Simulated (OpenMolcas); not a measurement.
# WH2O4 (tungstic acid): mPW1PW91/def2-TZVP (RICD fitting, core potential)

What is the vertical electron affinity of WH2O4 (tungstic acid) at mPW1PW91/def2-TZVP (RICD fitting, core potential)? 

The calculation is run with OpenMolcas 26.06.

**1. The molecule**

WH2O4: 7 atoms, total charge 0, spin state singlet. SMILES: `[O]=[W](=[O])([OH])[OH]`. The shape comes from GFN2-xTB, which is rough for such elements, and wasn't checked as a minimum. This is one conformer, not always the lowest.

Bond lengths: O1–W2 1.695 Å, W2–O3 1.695 Å, W2–O4 1.866 Å, W2–O5 1.867 Å, O4–H6 0.967 Å, O5–H7 0.967 Å. Angles: O1–W2–O3 110.5°, O1–W2–O4 109.1°, O1–W2–O5 109.3°, O3–W2–O4 109.5°, O3–W2–O5 109.2°, O4–W2–O5 109.3°, W2–O4–H6 163.0°, W2–O5–H7 162.7°.

**2. A single-point energy at mPW1PW91/def2-TZVP (RICD fitting, core potential)**

File job.input:

```
* H2O4W Kohn-Sham DFT
>>> EXPORT MOLCAS_PRINT=2

&GATEWAY
 BasLib=$CurrDir
 Coord
 7
 angstrom
 O       -1.280840       1.491220      -0.016570
 W       -0.090170       0.319530       0.270320
 O        0.677540       0.603780       1.754420
 O       -0.886610      -1.367370       0.295490
 O        1.177580       0.381940      -1.098280
 H       -1.479270      -2.106820       0.486010
 H        1.881770       0.677710      -1.691390
 Basis=def2-TZVP
 Group=NoSym
 RICD

&SEWARD
 GridInput
 Grid=UltraFine
 End of Grid

&SCF
 KSDFT=HYB_GGA_XC_MPW1PW
 PrOrbitals=0
```

The basis set def2-TZVP is read from a file made from the Basis Set Exchange's data (not shown).

Run with:

```
$ export MOLCAS_MEM=1860
$ pymolcas job.input > job.log
```

Output:

```text
--- Start Module: gateway ---
[...]
--- Stop Module: gateway /rc=_RC_ALL_IS_WELL_ ---
--- Start Module: seward ---
[...]
      Basis functions          176
--- Stop Module: seward /rc=_RC_ALL_IS_WELL_ ---
[...]
--- Start Module: scf ---
[...]
       Convergence after  20 Iterations
[...]
::    Total KS-DFT energy                            -369.4676757399
[...]
      Total spin, S                                     0.0000000000
[...]
      Total electronic charge=   48.000000
      Total            charge=   -0.000000
[...]
      Dipole Moment (debye):
      Origin of the operator (angstrom)=   -0.0847    0.3004    0.2539
                   X=  7.6272E-01               Y= -2.7577E+00               Z= -2.3310E+00           Total=  3.6906E+00
      Quadrupole Moment (debye*angstrom):
[...]
--- Stop Module: scf /rc=_RC_ALL_IS_WELL_ ---
[...]
```

It took 76 s on 1 thread of Arm Neoverse V1, shared host; peak memory 0.17 GiB.

**3. The doublet anion at the same level**

File job.inp:

```
&gateway
  baslib=$CurrDir
  coord
  7
  angstrom
  O       -1.280840       1.491220      -0.016570
  W       -0.090170       0.319530       0.270320
  O        0.677540       0.603780       1.754420
  O       -0.886610      -1.367370       0.295490
  O        1.177580       0.381940      -1.098280
  H       -1.479270      -2.106820       0.486010
  H        1.881770       0.677710      -1.691390
  basis=def2-TZVP
  group=NoSym
  ricd

&seward
  gridinput
  Grid=UltraFine
  End of Grid

&scf
  uhf
  charge=-1
  spin=2
  ksdft=HYB_GGA_XC_MPW1PW
  prorbitals=0
```

The basis set def2-TZVP is read from a file made from the Basis Set Exchange's data (not shown).

Run with:

```
$ export MOLCAS_MEM=1860
$ pymolcas job.inp > job.log
```

Output:

```text
--- Start Module: gateway ---
[...]
--- Stop Module: gateway /rc=_RC_ALL_IS_WELL_ ---
--- Start Module: seward ---
[...]
      Basis functions          176
--- Stop Module: seward /rc=_RC_ALL_IS_WELL_ ---
[...]
--- Start Module: scf ---
[...]
       Convergence after  44 Iterations
[...]
::    Total KS-DFT energy                            -369.4369088477
[...]
      Total spin, S                                     0.5014971062
[...]
      Total electronic charge=   49.000000
      Total            charge=   -1.000000
[...]
      Dipole Moment (debye):
      Origin of the operator (angstrom)=   -0.0847    0.3004    0.2539
                   X=  6.9450E-01               Y= -2.5491E+00               Z= -2.1378E+00           Total=  3.3986E+00
      Center of Charge (angstrom)
[...]
--- Stop Module: scf /rc=_RC_ALL_IS_WELL_ ---
[...]
```

It took 4.5 min on 1 thread of Arm Neoverse V1, shared host; peak memory 0.18 GiB.

**4. Results**

At mPW1PW91/def2-TZVP (RICD fitting, core potential):

| quantity | value |
| --- | --- |
| singlet WH2O4: total energy | -369.46768 Eh |
| singlet WH2O4: dipole moment | 3.69 D |
| singlet WH2O4: HOMO energy | -8.77 eV |
| singlet WH2O4: LUMO energy | -1.31 eV |
| singlet WH2O4: HOMO–LUMO gap | 7.46 eV |
| doublet anion: total energy | -369.43691 Eh |
| doublet anion: HOMO energy (highest over α and β) | 2.99 eV |
| doublet anion: LUMO energy (lowest over α and β) | 4.46 eV |
| doublet anion: ⟨S²⟩ | 0.753 |
| vertical electron affinity (to the doublet anion) | -0.837 eV |

What this shows: The anion lies 0.84 eV (80.8 kJ/mol) above the neutral: the electron isn't bound at this level, and such a value depends on the basis. Without diffuse functions anions come out too high. Mulliken charges (singlet WH2O4) run from -0.68 on O5 to +1.63 on W2; they depend strongly on the basis. The HOMO (doublet anion) lies at positive energy, 2.99 eV; only total energies tell whether the electron is bound.
